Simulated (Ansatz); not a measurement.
# C₂H₃BO: how energies converge with the basis set

The task here is to estimate one member of a computed series from the others.

Computed with Ansatz 0.2.0, Gaussian basis. Level: one geometry, several basis sets.

Levels to be run: PBE0-D4/def2-SVP; ωB97M-V/def2-SVP; PBE0-D4/def2-QZVPP; ωB97M-V/def2-QZVPP; the functionals' def2-TZVPP values are taken from earlier runs.

### Structure used throughout

The geometry comes from an earlier relaxation with PBE0-D4 in a triple-zeta def2 set; it is a stationary point, not always the lowest conformer.

7 atoms, charge 0, spin multiplicity 1.

Atoms are counted from 1 here; the program's logs count them from 0.

Bond lengths: B1–C2 1.390 Å, B1–H5 1.174 Å, C2–C3 1.461 Å, C2–H6 1.088 Å, C3–O4 1.210 Å, C3–H7 1.109 Å. Angles: C2–B1–H5 179.0°, B1–C2–C3 122.9°, B1–C2–H6 119.9°, C3–C2–H6 117.3°, C2–C3–O4 125.3°, C2–C3–H7 114.5°, O4–C3–H7 120.1°.

Set-up of the first run:

in.yaml reads:

```yaml
crystal:
  periodic: [false, false, false]
  atoms:
    - {symbol: B, position_ang: [-1.196158, 0.487025, -0.606199]}
    - {symbol: C, position_ang: [0.030988, 0.515966, 0.045191]}
    - {symbol: C, position_ang: [0.792660, -0.691694, 0.356050]}
    - {symbol: O, position_ang: [0.452535, -1.821748, 0.088657]}
    - {symbol: H, position_ang: [-2.234030, 0.482593, -1.155354]}
    - {symbol: H, position_ang: [0.462209, 1.468457, 0.346365]}
    - {symbol: H, position_ang: [1.753096, -0.508498, 0.879589]}
basis:
  gaussian: {orbitals: def2-SVP}
hamiltonian: {xc: pbe0, dispersion: d4}
output: {orbitals: {seedname: orbitals}}
```

On the command line:

```bash
> ansatz run in.yaml --threads 2 --pin off --events-out ev --progress --plain --max-ram 4352MiB
```

Steps of the session up to this table: PBE0-D4 in def2-SVP; ωB97M-V in def2-SVP; PBE0-D4 in def2-QZVPP; ωB97M-V in def2-QZVPP.

One table of the session follows, with a row left open; its other results are not shown here.

It belongs to the step «Functionals by basis». 

| functional | basis | HOMO (eV) | LUMO (eV) |
| --- | --- | --- | --- |
| PBE0-D4 | def2-SVP | -7.14 | -2.09 |
| PBE0-D4 | def2-TZVPP | -7.29 | -2.19 |
| PBE0-D4 | def2-QZVPP | -7.32 | -2.21 |
| ωB97M-V | def2-SVP | -9.47 | 0.06 |
| ωB97M-V | def2-TZVPP | -9.58 | -0.14 |
| ωB97M-V | def2-QZVPP | ? | ? |

Q: Estimate the row for ωB97M-V, def2-QZVPP from the others.

The run gave: HOMO (eV): -9.60; LUMO (eV): -0.21. In the column «HOMO (eV)» it is the lowest.
